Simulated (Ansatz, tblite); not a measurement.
# The cluster Na₈P−: rung by rung

An exercise on one series of results from a longer session: the logs are not shown, and one member is left open.

Computed with Ansatz 0.2.0, Gaussian basis. Level: as each input shows.

Levels to be run: GFN1-xTB, GFN2-xTB, PBE-D4/def2-TZVPD, r2SCAN-D4/def2-TZVPD, LC-ωPBE/def2-TZVPD, B97M-V/def2-TZVPD, LDA/def2-TZVPD, HF/STO-3G, CCSD(T)/def2-SVPD, MP2/def2-TZVPD.

1 further run of the same task is left out (set aside as unsound or not needed). Runs told in other sessions of the task aren't counted.

## The relaxed structure

The singlet was relaxed beforehand with PBE0-D4/def2-SVPD. At that level it is the lowest of the isomers that a small search found.

9 atoms, charge -1, spin multiplicity 1.

Bond lengths: P1–Na2 2.674 Å, P1–Na3 2.691 Å, P1–Na4 2.797 Å, P1–Na5 2.688 Å, P1–Na6 2.738 Å, P1–Na9 2.741 Å, Na4–Na7 3.870 Å, Na4–Na8 3.833 Å, Na6–Na8 3.505 Å, Na7–Na9 3.496 Å. Angles: Na2–P1–Na3 81.0°, Na2–P1–Na4 172.2°, Na2–P1–Na5 81.2°, Na2–P1–Na6 101.4°, Na2–P1–Na9 101.5°, Na3–P1–Na4 104.8°, Na3–P1–Na5 79.7°, Na3–P1–Na6 92.6°, Na3–P1–Na9 171.6°, Na4–P1–Na5 104.8°, Na4–P1–Na6 73.4°, Na4–P1–Na9 73.5°, Na5–P1–Na6 171.5°, Na5–P1–Na9 92.7°, Na6–P1–Na9 94.7°, P1–Na4–Na7 110.1°, P1–Na4–Na8 110.7°, Na7–Na4–Na8 89.2° and more.

The ion is computed in the gas phase, without counter-ions or solvent.

PBE0-D4/def2-TZVPD was run before; its log isn't repeated, and its numbers join the tables.

The first run:

Tight binding, by tblite at 300 K electronic temperature and without a spin-polarisation term:

```python
tblite.interface.Calculator('GFN1-xTB', numbers, positions, charge=-1, uhf=0).singlepoint()
```

Tight binding, by tblite at 300 K electronic temperature and without a spin-polarisation term:

```python
tblite.interface.Calculator('GFN2-xTB', numbers, positions, charge=-1, uhf=0).singlepoint()
```

start.molden holds the orbitals of an earlier run on this state, given as this run's starting guess.

Input file in.yaml:

```yaml
crystal:
  periodic: [false, false, false]
  atoms:
    - {symbol: P, position_ang: [-0.490104, 0.399560, -0.882820]}
    - {symbol: Na, position_ang: [-0.607587, 2.509484, -2.521842]}
    - {symbol: Na, position_ang: [-3.154520, 0.498408, -1.248996]}
    - {symbol: Na, position_ang: [-0.103024, -1.608651, 1.024709]}
    - {symbol: Na, position_ang: [-0.701596, -0.908486, -3.221689]}
    - {symbol: Na, position_ang: [-0.656606, 1.607108, 1.569304]}
    - {symbol: Na, position_ang: [3.676121, -2.323718, 1.454243]}
    - {symbol: Na, position_ang: [-0.176257, -0.145137, 4.566431]}
    - {symbol: Na, position_ang: [2.213573, -0.028579, -0.739349]}
basis:
  gaussian: {orbitals: def2-TZVPD, initial_orbitals: start.molden}
total_charge: -1
hamiltonian: {xc: pbe, dispersion: d4}
scf: {omitted_lower_state_checks: [starts]}
output: {forces: true, orbitals: {seedname: orbitals}}
```

Started as:

```bash
> ansatz run in.yaml --threads 4 --pin off --events-out ev --progress --plain --max-ram 4787MiB
```

Steps of the session up to this table: PBE-D4/def2-TZVPD; r2SCAN-D4/def2-TZVPD; LC-ωPBE/def2-TZVPD; B97M-V/def2-TZVPD; LDA/def2-TZVPD; HF/STO-3G; CCSD(T)/def2-SVPD; MP2/def2-TZVPD.

One table of the session follows, with a row left open; its other results are not shown here.

| level | HOMO (eV) | LUMO (eV) | gap (eV) |
| --- | --- | --- | --- |
| HF/STO-3G | 12.05 | 15.83 | 3.78 |
| LDA/def2-TZVPD | -0.19 | 0.44 | 0.63 |
| PBE-D4/def2-TZVPD | -0.13 | 0.51 | 0.63 |
| r2SCAN-D4/def2-TZVPD | -0.15 | 0.58 | 0.73 |
| B97M-V/def2-TZVPD | -0.15 | 0.43 | 0.59 |
| PBE0-D4/def2-TZVPD | ? | ? | ? |
| LC-ωPBE/def2-TZVPD | -1.46 | 1.72 | 3.17 |

**Question.** Estimate the row for PBE0-D4/def2-TZVPD.

As computed: HOMO (eV): -0.47; LUMO (eV): 0.87; gap (eV): 1.34. In the column «HOMO (eV)» it lies between LC-ωPBE/def2-TZVPD (-1.46) and LDA/def2-TZVPD (-0.19).

Limits of these values: The anion's highest level is positive in at least one run, so there the basis alone may hold the extra electron.
